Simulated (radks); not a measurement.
**Nuclear size and the levels of Ca⁺**

One table from this session's results is given with a row withheld; the runs are named, their logs left out.

The numbers are computed with radks (a radial shooting solver on a logarithmic mesh, Libxc functionals) version 1 (Dirac Kohn-Sham, relativistic LDA (MacDonald-Vosko exchange, VWN5 correlation), spin-unpolarised, spherical densities, finite nucleus), except any that are marked as measured or tabulated.

**The atom as given**

- element: calcium (Z = 20)
- charge: +1
- electrons: 19
- configuration: [Ar] 4s1
- nuclear rms radius: 3.4776 fm

Outer shells as boxes (Hund's rule):

Ca⁺
```
[Ar] core
4s [↑ ]
```

Set-up of the first run:

Settings of this run:

```text
Z 20
configuration [Ar] 4s1 3d0 4p0
relativity Dirac
functional lda_x_rel,vwn5
spin unpolarised
j_filling energy
nucleus finite rms 3.4776 fm
c 137.035999084
```

Among the steps run: rms radius 3.4776 fm.

One of the session's tables, all rows but one given; the rest of the session is left out.

It belongs to the step «rms radius 3.4776 fm». Sizes of the orbitals, from the radial functions (bohr):

| level | <r> | outermost maximum (interpolated) | 90 % within | nodes |
| --- | --- | --- | --- | --- |
| 3s1/2 | 1.157 | 0.993 | 1.74 | 2 |
| 3p1/2 | 1.263 | 1.04 | 1.96 | 1 |
| 3p3/2 | 1.272 | 1.05 | 1.97 | 1 |
| 4s1/2 | 3.563 | 3.11 | 5.24 | 3 |
| 3d3/2 | 1.957 | 1.25 | 3.43 | 0 |
| 3d5/2 | 1.962 | 1.25 | 3.44 | 0 |
| 4p1/2 | 4.334 | 3.78 | 6.40 | 2 |
| 4p3/2 | ? | ? | ? | ? |

**Question.** Estimate the row for 4p3/2.

**Answer.** <r>: 4.352; outermost maximum (interpolated): 3.80; 90 % within: 6.42; nodes: 2. In the column «<r>» it is the highest.
